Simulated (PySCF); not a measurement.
**[Hf(NH3)6]4+: shape, vibrations and bonding**

Task: relax [Hf(NH3)6]4+, compute its harmonic modes and analyse its electrons. The species was built from a template and needn't be a known compound.

Computed with PySCF 2.14.0. Level: PBE, Hf def2-SVP with ECP60, N def2-SVP, H def2-SVP; scalar-relativistic core potentials, no spin–orbit coupling.

3 further runs of the same task are left out: 2 for a known fault of the program, 1 that didn't finish.

## 1. Starting geometry

25 atoms, charge 4, spin multiplicity 1.

Bond lengths: Hf1–N2 2.240 Å, Hf1–N6 2.240 Å, Hf1–N10 2.240 Å, Hf1–N14 2.240 Å, Hf1–N18 2.240 Å, Hf1–N22 2.240 Å, N2–H3 1.020 Å, N2–H4 1.020 Å, N2–H5 1.020 Å, N6–H7 1.020 Å, N6–H8 1.020 Å, N6–H9 1.020 Å, N10–H11 1.020 Å, N10–H12 1.020 Å, N10–H13 1.020 Å, N14–H15 1.020 Å, N14–H16 1.020 Å, N14–H17 1.020 Å and more. Angles: N2–Hf1–N6 81.2°, N2–Hf1–N10 81.2°, N2–Hf1–N14 82.6°, N2–Hf1–N18 135.9°, N2–Hf1–N22 135.9°, N6–Hf1–N10 81.2°, N6–Hf1–N14 135.9°, N6–Hf1–N18 82.6°, N6–Hf1–N22 135.9°, N10–Hf1–N14 135.9°, N10–Hf1–N18 135.9°, N10–Hf1–N22 82.6°, N14–Hf1–N18 81.2°, N14–Hf1–N22 81.2°, N18–Hf1–N22 81.2°, Hf1–N2–H3 113.0°, Hf1–N2–H4 113.0°, Hf1–N2–H5 113.0° and more.

As a file:

```xyz
25
H18HfN6
Hf    0.0000    0.0000    0.0000
N     1.6829    0.0000    1.4784
H     1.4451   -0.4696    2.3521
H     2.5186   -0.4696    1.1300
H     1.9818    0.9392    1.7410
N    -0.8414    1.4574    1.4784
H    -0.3159    1.4862    2.3521
H    -0.8526    2.4160    1.1300
H    -1.8043    1.2467    1.7410
N    -0.8414   -1.4574    1.4784
H    -1.1292   -1.0167    2.3521
H    -1.6660   -1.9464    1.1300
H    -0.1776   -2.1859    1.7410
N     1.6829    0.0000   -1.4784
H     2.5186   -0.4696   -1.1300
H     1.4451   -0.4696   -2.3521
H     1.9818    0.9392   -1.7410
N    -0.8414    1.4574   -1.4784
H    -0.8526    2.4160   -1.1300
H    -0.3159    1.4862   -2.3521
H    -1.8043    1.2467   -1.7410
N    -0.8414   -1.4574   -1.4784
H    -1.6660   -1.9464   -1.1300
H    -1.1292   -1.0167   -2.3521
H    -0.1776   -2.1859   -1.7410
```

Formal oxidation states: Hf +4.

## 2. SCF at the start, singlet

File run.py (the lines that set the calculation):

```python
mol = gto.M(atom='''
Hf     0.00000     0.00000     0.00000
N      1.68290     0.00000     1.47840
H      1.44510    -0.46960     2.35210
H      2.51860    -0.46960     1.13000
H      1.98180     0.93920     1.74100
N     -0.84140     1.45740     1.47840
H     -0.31590     1.48620     2.35210
H     -0.85260     2.41600     1.13000
H     -1.80430     1.24670     1.74100
N     -0.84140    -1.45740     1.47840
H     -1.12920    -1.01670     2.35210
H     -1.66600    -1.94640     1.13000
H     -0.17760    -2.18590     1.74100
N      1.68290     0.00000    -1.47840
H      2.51860    -0.46960    -1.13000
H      1.44510    -0.46960    -2.35210
H      1.98180     0.93920    -1.74100
N     -0.84140     1.45740    -1.47840
H     -0.85260     2.41600    -1.13000
H     -0.31590     1.48620    -2.35210
H     -1.80430     1.24670    -1.74100
N     -0.84140    -1.45740    -1.47840
H     -1.66600    -1.94640    -1.13000
H     -1.12920    -1.01670    -2.35210
H     -0.17760    -2.18590    -1.74100''',
    basis={'Hf': 'def2-SVP', 'N': 'def2-SVP', 'H': 'def2-SVP'},
    ecp={'Hf': 'def2-SVP'},
    charge=4, spin=0)
mf = dft.RKS(mol, xc='PBE')
mf.grids.atom_grid = (50, 194)
mf = mf.density_fit()  # fitting sets: Hf def2-universal-JKFIT, N def2-universal-JKFIT, H def2-universal-JKFIT
mf.conv_tol = 1e-08; mf.max_cycle = 55
mf.kernel(dm0)  # dm0: free metal ions and neutral atoms
```

Run with:

```bash
> OMP_NUM_THREADS=4 python run.py
```

The program printed:

```text
init E= -377.800999289673
  HOMO = -1.29611930572153  LUMO = -1.09217932728286  gap/eV = 5.54949
cycle= 1 E= -383.649808024206  delta_E= -5.85  |g|= 2.68  |ddm|= 4.68
  HOMO = -0.639830597923893  LUMO = -0.535163877835792  gap/eV = 2.84813
cycle= 2 E= -381.691522777559  delta_E= 1.96  |g|= 3.81  |ddm|= 5.08
  HOMO = -0.976789248852357  LUMO = -0.740684223272757  gap/eV = 6.42474
cycle= 3 E= -385.136962358462  delta_E= -3.45  |g|= 0.351  |ddm|= 3.46
  HOMO = -0.973328027790611  LUMO = -0.796080466017484  gap/eV = 4.82315
cycle= 4 E= -385.149185561051  delta_E= -0.0122  |g|= 0.256  |ddm|= 0.63
  HOMO = -0.958442563937755  LUMO = -0.753143117822056  gap/eV = 5.58648
cycle= 5 E= -385.168924986126  delta_E= -0.0197  |g|= 0.0177  |ddm|= 0.338
  HOMO = -0.95906688363559  LUMO = -0.756301033046737  gap/eV = 5.51754
cycle= 6 E= -385.169026728302  delta_E= -0.000102  |g|= 0.00281  |ddm|= 0.0276
  HOMO = -0.959115670604565  LUMO = -0.756086143254649  gap/eV = 5.52471
cycle= 7 E= -385.169028815591  delta_E= -2.09e-06  |g|= 0.000364  |ddm|= 0.00387
  HOMO = -0.959107335271007  LUMO = -0.756051757873127  gap/eV = 5.52542
cycle= 8 E= -385.169028852109  delta_E= -3.65e-08  |g|= 0.000114  |ddm|= 0.000523
  HOMO = -0.959104700333623  LUMO = -0.756048217394781  gap/eV = 5.52545
cycle= 9 E= -385.169028855243  delta_E= -3.13e-09  |g|= 2.8e-05  |ddm|= 0.000122
  HOMO = -0.95910539644706  LUMO = -0.756051624972256  gap/eV = 5.52537
Extra cycle  E= -385.169028854807  delta_E= 4.36e-10  |g|= 5.24e-05  |ddm|= 6.25e-05
converged SCF energy = -385.169028854807
```

Run time: 19 s. Hardware: 4 threads of Intel Xeon Platinum 8259CL at 2.50GHz (Skylake/Cascade Lake), shared host; peak memory 1.4 GiB.

Result: E = -385.169029 Eh, HOMO -26.10 eV, LUMO -20.57 eV, Mulliken charge on Hf1 +1.08 e. 

## 3. Relaxation, singlet

Steps are kept in the start's point group, C3h.

File run.py (the lines that set the calculation):

```python
mol = gto.M(atom='''
Hf     0.00000     0.00000     0.00000
N      1.68286     0.00000     1.47840
H      1.44507    -0.46956     2.35210
H      2.51862    -0.46961     1.13000
H      1.98182     0.93919     1.74100
N     -0.84143     1.45740     1.47840
H     -0.31588     1.48625     2.35210
H     -0.85262     2.41599     1.13000
H     -1.80427     1.24672     1.74100
N     -0.84143    -1.45740     1.47840
H     -1.12919    -1.01669     2.35210
H     -1.66600    -1.94638     1.13000
H     -0.17755    -2.18590     1.74100
N      1.68286     0.00000    -1.47840
H      2.51862    -0.46961    -1.13000
H      1.44507    -0.46956    -2.35210
H      1.98182     0.93919    -1.74100
N     -0.84143     1.45740    -1.47840
H     -0.85262     2.41599    -1.13000
H     -0.31588     1.48625    -2.35210
H     -1.80427     1.24672    -1.74100
N     -0.84143    -1.45740    -1.47840
H     -1.66600    -1.94638    -1.13000
H     -1.12919    -1.01669    -2.35210
H     -0.17755    -2.18590    -1.74100''',
    basis={'Hf': 'def2-SVP', 'N': 'def2-SVP', 'H': 'def2-SVP'},
    ecp={'Hf': 'def2-SVP'},
    charge=4, spin=0)
mf = dft.RKS(mol, xc='PBE')
mf.grids.atom_grid = (50, 194)
mf = mf.density_fit()  # fitting sets: Hf def2-universal-JKFIT, N def2-universal-JKFIT, H def2-universal-JKFIT
mf.conv_tol = 1e-08; mf.max_cycle = 55
mf.kernel(dm0)  # dm0: an SCF of this state at this start
# quasi-Newton relaxation in Cartesian coordinates to a largest gradient under 0.00045 Eh/bohr, steps kept in the point group
```

Run with:

```bash
> OMP_NUM_THREADS=4 python run.py
```

The driver keeps no SCF log for this step, only its results.

Run time: 7.9 min. Hardware: 4 threads of Intel Xeon Platinum 8259CL at 2.50GHz (Skylake/Cascade Lake), shared host.

Relaxation path:

```csv
step,energy from step 1 (eV),largest force component (eV/Å)
1,0.0000,1.0451
2,-0.5135,0.3712
3,-0.8487,0.3458
4,-0.9711,0.3116
5,-1.0152,0.1569
6,-1.0405,0.0669
7,-1.0631,0.0967
8,-1.0852,0.1338
9,-1.1096,0.0991
10,-1.1273,0.0718
11,-1.1361,0.0495
12,-1.1372,0.2070
13,-1.1473,0.1079
14,-1.1530,0.0681
15,-1.1580,0.0615
16,-1.1590,0.0174
17,-1.1594,0.0201
18,-1.1597,0.0181
19,-1.1598,0.0099
20,-1.1599,0.0108
21,-1.1599,0.0023
```

Close pairs (by a distance rule), those that changed most:

```csv
bond,before (Å),after (Å),change (Å)
Hf1–N10,2.240,2.336,+0.096
Hf1–N22,2.240,2.336,+0.096
Hf1–N6,2.240,2.336,+0.096
Hf1–N18,2.240,2.336,+0.096
Hf1–N2,2.240,2.336,+0.096
Hf1–N14,2.240,2.336,+0.096
N10–H13,1.020,1.047,+0.027
N22–H25,1.020,1.047,+0.027
```

It ends in D3h at E = -385.211654 Eh.

```csv
atom,x (Å),y (Å),z (Å)
Hf1,0.00000,0.00000,0.00000
N2,1.81913,0.08343,1.46279
H3,1.59483,0.07241,2.48323
H4,2.50774,-0.70095,1.38556
H5,2.43121,0.92904,1.38676
N6,-0.98182,1.53370,1.46279
H7,-0.86012,1.34496,2.48323
H8,-0.64683,2.52224,1.38556
H9,-2.02018,1.64097,1.38676
N10,-0.83732,-1.61713,1.46279
H11,-0.73471,-1.41737,2.48323
H12,-1.86091,-1.82129,1.38556
H13,-0.41103,-2.57001,1.38676
N14,1.81913,0.08343,-1.46279
H15,2.50774,-0.70095,-1.38556
H16,1.59483,0.07241,-2.48323
H17,2.43121,0.92904,-1.38676
N18,-0.98182,1.53370,-1.46279
H19,-0.64683,2.52224,-1.38556
H20,-0.86012,1.34496,-2.48323
H21,-2.02018,1.64097,-1.38676
N22,-0.83732,-1.61713,-1.46279
H23,-1.86091,-1.82129,-1.38556
H24,-0.73471,-1.41737,-2.48323
H25,-0.41103,-2.57001,-1.38676
```

## 4. The relaxed geometry turned into its symmetry frame

File run.py (the lines that set the calculation):

```python
mol = gto.M(atom='''
Hf     0.00000     0.00000     0.00000
N      1.81913     0.08343     1.46279
H      1.59480     0.07314     2.48323
H      2.50689    -0.70178     1.38616
H      2.43213     0.92829     1.38616
N     -0.98182     1.53370     1.46279
H     -0.86074     1.34457     2.48323
H     -0.64568     2.52192     1.38616
H     -2.01999     1.64214     1.38616
N     -0.83732    -1.61713     1.46279
H     -0.73406    -1.41771     2.48323
H     -1.86120    -1.82014     1.38616
H     -0.41214    -2.57043     1.38616
N      1.81913     0.08343    -1.46279
H      2.50689    -0.70178    -1.38616
H      1.59480     0.07314    -2.48323
H      2.43213     0.92829    -1.38616
N     -0.98182     1.53370    -1.46279
H     -0.64568     2.52192    -1.38616
H     -0.86074     1.34457    -2.48323
H     -2.01999     1.64214    -1.38616
N     -0.83732    -1.61713    -1.46279
H     -1.86120    -1.82014    -1.38616
H     -0.73406    -1.41771    -2.48323
H     -0.41214    -2.57043    -1.38616''',
    basis={'Hf': 'def2-SVP', 'N': 'def2-SVP', 'H': 'def2-SVP'},
    ecp={'Hf': 'def2-SVP'},
    charge=4, spin=0)
mf = dft.RKS(mol, xc='PBE')
mf.grids.atom_grid = (50, 194)
mf = mf.density_fit()  # fitting sets: Hf def2-universal-JKFIT, N def2-universal-JKFIT, H def2-universal-JKFIT
mf.conv_tol = 1e-08; mf.max_cycle = 55
mf.kernel(dm0)  # dm0: free metal ions and neutral atoms
```

Run with:

```bash
> OMP_NUM_THREADS=4 python run.py
```

The program printed:

```text
init E= -377.600206811203
  HOMO = -1.26522374896413  LUMO = -1.07044260839212  gap/eV = 5.30026
cycle= 1 E= -383.676907728229  delta_E= -6.08  |g|= 2.67  |ddm|= 4.55
  HOMO = -0.623488615525819  LUMO = -0.519997983858978  gap/eV = 2.81612
cycle= 2 E= -381.287072455746  delta_E= 2.39  |g|= 3.97  |ddm|= 5.35
  HOMO = -0.95951424128808  LUMO = -0.720455735681099  gap/eV = 6.50511
cycle= 3 E= -385.163136038286  delta_E= -3.88  |g|= 0.418  |ddm|= 3.77
  HOMO = -0.960022938328624  LUMO = -0.797291641828176  gap/eV = 4.42814
cycle= 4 E= -385.18289571662  delta_E= -0.0198  |g|= 0.297  |ddm|= 0.771
  HOMO = -0.942503303571149  LUMO = -0.745625600215318  gap/eV = 5.35732
cycle= 5 E= -385.211519140567  delta_E= -0.0286  |g|= 0.0201  |ddm|= 0.403
  HOMO = -0.942828340296279  LUMO = -0.749023522155005  gap/eV = 5.27370
cycle= 6 E= -385.211650481188  delta_E= -0.000131  |g|= 0.00377  |ddm|= 0.0316
  HOMO = -0.942854447961418  LUMO = -0.748610072593365  gap/eV = 5.28566
cycle= 7 E= -385.211654806868  delta_E= -4.33e-06  |g|= 0.000435  |ddm|= 0.00516
  HOMO = -0.942834312968575  LUMO = -0.748549662058741  gap/eV = 5.28675
cycle= 8 E= -385.21165486325  delta_E= -5.64e-08  |g|= 0.000127  |ddm|= 0.000614
  HOMO = -0.942834010581652  LUMO = -0.748550477130937  gap/eV = 5.28672
cycle= 9 E= -385.21165486707  delta_E= -3.82e-09  |g|= 4.03e-05  |ddm|= 0.000138
  HOMO = -0.942834937323589  LUMO = -0.748556438680847  gap/eV = 5.28659
Extra cycle  E= -385.211654865962  delta_E= 1.11e-09  |g|= 8.02e-05  |ddm|= 9.67e-05
converged SCF energy = -385.211654865962
```

It took 17 s on 4 threads of Intel Xeon Platinum 8259CL at 2.50GHz (Skylake/Cascade Lake), shared host.

Read off: E = -385.211655 Eh, HOMO -25.66 eV, LUMO -20.37 eV, Mulliken charge on Hf1 +1.25 e. 

## 5. Frequencies and infrared intensities

Changes to run.py (the lines that set the calculation) since step 4:

```diff
@@ -32,3 +32,4 @@
 mf = mf.density_fit()  # fitting sets: Hf def2-universal-JKFIT, N def2-universal-JKFIT, H def2-universal-JKFIT
-mf.conv_tol = 1e-08; mf.max_cycle = 55
-mf.kernel(dm0)  # dm0: free metal ions and neutral atoms
+mf.conv_tol = 1e-10; mf.max_cycle = 55
+mf.kernel(dm0)  # dm0: the density of the relaxed state
+# Hessian and dipole derivatives by central differences of gradients, 0.02 bohr
```

Run with:

```bash
> OMP_NUM_THREADS=4 python run.py
```

No log is kept here; the results follow.

It took 7.3 min on 4 threads of Intel Xeon Platinum 8259CL at 2.50GHz (Skylake/Cascade Lake), shared host.

Point group D3h; negative numbers are unstable modes, and those under 60 cm⁻¹ are near the numerical noise:

```csv
cm⁻¹,km/mol,symmetry
54,0.0,a1''
79,0.0,a1''
98,0.0,e''
98,0.0,e''
134,6.2,a2''
140,0.0,e''
140,0.0,e''
142,18.0,e'
142,18.0,e'
148,0.0,a2'
180,8.7,e'
180,8.7,e'
205,0.0,e'
205,0.0,e'
235,0.0,a1'
331,0.0,e''
331,0.0,e''
359,1.8,a2''
364,0.0,e'
364,0.0,e'
386,0.0,a1'
607,0.0,e''
607,0.0,e''
627,0.0,a1''
634,0.0,a2'
658,0.0,e''
658,0.0,e''
687,194.4,a2''
688,63.6,e'
688,63.6,e'
711,95.6,e'
711,95.6,e'
741,0.0,a1'
1372,0.0,e''
1372,0.0,e''
1391,252.3,e'
1391,252.3,e'
1393,287.3,a2''
1415,0.0,a1'
1539,0.0,a1''
1543,0.0,e''
1543,0.0,e''
1558,0.0,a2'
1561,191.4,a2''
1566,0.0,e''
1566,0.0,e''
1571,34.3,e'
1571,34.3,e'
1587,145.2,e'
1587,145.2,e'
1590,0.0,a1'
3234,0.0,e''
3234,0.0,e''
3238,330.1,a2''
3241,472.4,e'
3241,472.4,e'
3260,0.0,a1'
3292,0.0,a1''
3292,0.0,e''
3292,0.0,e''
3298,0.0,a2'
3301,329.5,e'
3301,329.5,e'
3307,0.0,e''
3307,0.0,e''
3308,166.5,e'
3308,166.5,e'
3317,597.6,a2''
3318,0.0,a1'
```

## 6. Charges, bond orders and levels

File run.py (the lines that set the calculation):

```python
mol = gto.M(atom='''
Hf     0.00000     0.00000     0.00000
N      1.81913     0.08343     1.46279
H      1.59483     0.07241     2.48323
H      2.50774    -0.70095     1.38556
H      2.43121     0.92904     1.38676
N     -0.98182     1.53370     1.46279
H     -0.86012     1.34496     2.48323
H     -0.64683     2.52224     1.38556
H     -2.02018     1.64097     1.38676
N     -0.83732    -1.61713     1.46279
H     -0.73471    -1.41737     2.48323
H     -1.86091    -1.82129     1.38556
H     -0.41103    -2.57001     1.38676
N      1.81913     0.08343    -1.46279
H      2.50774    -0.70095    -1.38556
H      1.59483     0.07241    -2.48323
H      2.43121     0.92904    -1.38676
N     -0.98182     1.53370    -1.46279
H     -0.64683     2.52224    -1.38556
H     -0.86012     1.34496    -2.48323
H     -2.02018     1.64097    -1.38676
N     -0.83732    -1.61713    -1.46279
H     -1.86091    -1.82129    -1.38556
H     -0.73471    -1.41737    -2.48323
H     -0.41103    -2.57001    -1.38676''',
    basis={'Hf': 'def2-SVP', 'N': 'def2-SVP', 'H': 'def2-SVP'},
    ecp={'Hf': 'def2-SVP'},
    charge=4, spin=0)
mf = dft.RKS(mol, xc='PBE')
mf.grids.atom_grid = (75, 302)
mf = mf.density_fit()  # fitting sets: Hf def2-universal-JKFIT, N def2-universal-JKFIT, H def2-universal-JKFIT
mf.conv_tol = 1e-09; mf.max_cycle = 55
mf.kernel(dm0)  # dm0: the density of the relaxed state
```

Run with:

```bash
> OMP_NUM_THREADS=4 python run.py
```

The program printed:

```text
init E= -385.211666267146
  HOMO = -0.942835121192541  LUMO = -0.74857582377696  gap/eV = 5.28606
cycle= 1 E= -385.211666484054  delta_E= -2.17e-07  |g|= 0.00032  |ddm|= 0.00252
  HOMO = -0.942859786934331  LUMO = -0.748513038907801  gap/eV = 5.28844
cycle= 2 E= -385.211666403677  delta_E= 8.04e-08  |g|= 0.000647  |ddm|= 0.000868
  HOMO = -0.942843098617237  LUMO = -0.748554609636441  gap/eV = 5.28686
cycle= 3 E= -385.211666510155  delta_E= -1.06e-07  |g|= 2.21e-05  |ddm|= 0.000588
  HOMO = -0.942843223998045  LUMO = -0.748554173069691  gap/eV = 5.28687
cycle= 4 E= -385.21166651028  delta_E= -1.26e-10  |g|= 3.31e-06  |ddm|= 2.44e-05
  HOMO = -0.942843319764879  LUMO = -0.74855460321964  gap/eV = 5.28687
Extra cycle  E= -385.211666510278  delta_E= 2.61e-12  |g|= 4.39e-06  |ddm|= 6.47e-06
converged SCF energy = -385.211666510278
```

Run time: 30 s. Hardware: 4 threads of Intel Xeon Platinum 8259CL at 2.50GHz (Skylake/Cascade Lake), shared host.

It gives: E = -385.211667 Eh, HOMO -25.66 eV, LUMO -20.37 eV, Mulliken charge on Hf1 +1.25 e, largest force component 0.004 eV/Å. 

Löwdin charges:

Hf1 0.66; N2 0.04; H3 0.17; H4 0.17; H5 0.17; N6 0.04; H7 0.17; H8 0.17; H9 0.17; N10 0.04; H11 0.17; H12 0.17; H13 0.17; N14 0.04; H15 0.17; H16 0.17; H17 0.17; N18 0.04; H19 0.17; H20 0.17; H21 0.17; N22 0.04; H23 0.17; H24 0.17; H25 0.17

Mulliken charges: Hf1 +1.25, N2 -0.29, H3 +0.25, H4 +0.25, H5 +0.25, N6 -0.29, H7 +0.25, H8 +0.25, H9 +0.25, N10 -0.29, H11 +0.25, H12 +0.25, H13 +0.25, N14 -0.29, H15 +0.25, H16 +0.25, H17 +0.25, N18 -0.29, H19 +0.25, H20 +0.25, H21 +0.25, N22 -0.29, H23 +0.25, H24 +0.25, H25 +0.25 e.

Contacts (the nearest donor of each ligand) and Mayer bond orders:

```csv
contact,distance (Å),bond order
Hf1–N2 (NH3),2.336,0.66
Hf1–N6 (NH3),2.336,0.66
Hf1–N10 (NH3),2.336,0.66
Hf1–N14 (NH3),2.336,0.66
Hf1–N18 (NH3),2.336,0.66
Hf1–N22 (NH3),2.336,0.66
```

Mulliken populations of Hf1 outside the core potential: s 2.51, p 6.23, d 1.91, f 0.11.

Orbitals, density, ELF and potential are computed afterwards from the orbital file.

Frontier orbitals at PBE, with the share of their density that lies nearest to each atom:

```csv
orbital,energy (eV),lies on
HOMO,-25.66,6 N atoms about 12 % each
LUMO,-20.37,Hf1 74 %
```

ELF in a plane through or near 6 of the atoms.

Values, 10 rows by 14 columns:
```
0.00 0.00 0.00 0.00 0.00 0.00 0.00 0.00 0.00 0.00 0.00 0.00 0.00 0.00
0.00 0.00 0.00 0.00 0.00 0.00 0.00 0.00 0.00 0.00 0.00 0.00 0.00 0.00
0.00 0.00 0.00 0.01 0.75 0.95 0.38 0.01 0.84 0.92 0.11 0.00 0.00 0.00
0.00 0.00 0.00 0.01 0.31 0.72 0.19 0.01 0.48 0.58 0.04 0.00 0.00 0.00
0.00 0.00 0.00 0.00 0.01 0.02 0.01 0.00 0.02 0.01 0.00 0.00 0.00 0.00
0.00 0.00 0.30 0.92 0.71 0.76 0.57 0.10 0.78 0.67 0.88 0.85 0.02 0.00
0.00 0.00 0.36 0.91 0.79 0.45 0.56 0.09 0.73 0.52 0.87 0.86 0.05 0.00
0.00 0.00 0.00 0.02 0.82 0.98 0.55 0.02 0.92 0.96 0.16 0.00 0.00 0.00
0.00 0.00 0.00 0.00 0.01 0.07 0.00 0.00 0.02 0.04 0.00 0.00 0.00 0.00
0.00 0.00 0.00 0.00 0.00 0.00 0.00 0.00 0.00 0.00 0.00 0.00 0.00 0.00
```
The map spans 10.2 Å across and 10.2 Å up, centred on the molecule. Atoms in the plane (x, y in Å): N6 (1.5, -1.0), H7 (2.5, -0.9), H9 (1.4, -2.0), N18 (-1.5, -1.0), H20 (-2.5, -0.9), H21 (-1.4, -2.0).

log10 of the density (e/Å³) in the same plane.

Ten even steps from '0' (-4.0) to '9' (1.7):
```
0000000000000000000000000000
0000000000000000000000000000
0000000000000000000000000000
0000000122322112232210000000
0000002244443223444422000000
0000012345544334455432100000
0000012344544334454432100000
0000012334443333444332100000
0000012333443333443322100000
0000123444544444454443210000
0001245666665555666665421000
0002346778976556798776532000
0001345677876556787765431000
0000234566765445676654320000
0000012355554334555532100000
0000001234433223344321000000
0000000011211001121100000000
0000000000000000000000000000
0000000000000000000000000000
0000000000000000000000000000
```
The map spans 10.2 Å across and 10.2 Å up, centred on the molecule. Atoms in the plane (x, y in Å): N6 (1.5, -1.0), H7 (2.5, -0.9), H9 (1.4, -2.0), N18 (-1.5, -1.0), H20 (-2.5, -0.9), H21 (-1.4, -2.0).

On the surface of density 0.002 e/bohr³ the electrostatic potential runs, from the 1st to the 99th percentile, from 14.93 to 20.26 V.

## 7. Summary of results

| quantity | value |
| --- | --- |
| state and point group | singlet, D3h |
| modes | 54 to 3318 cm⁻¹, none unstable |
| strongest infrared band (modes within 1.5 cm⁻¹ summed) | 3241 cm⁻¹ (945 km/mol) |
| zero-point energy | 6.109 eV |
| ideal gas, 298 K, 1 bar | S = 514.8, Cp = 242.3 J/(mol K) |
| metal–ligand contacts | 2.34 Å |
| frontier levels | HOMO -25.66 eV, LUMO -20.37 eV |
| dipole about the centre of mass | 0.00 D |

What this shows: All modes are real within the noise of the softest ones, so the structure is a minimum. The metal carries +0.66 e by Löwdin's partition against a formal +4, and bond orders to the nearest donors reach 0.66. Both measures hang on the basis. One start shape was tried, so another isomer may lie lower. The bases are small and lack diffuse functions. Spin–orbit coupling is left out.
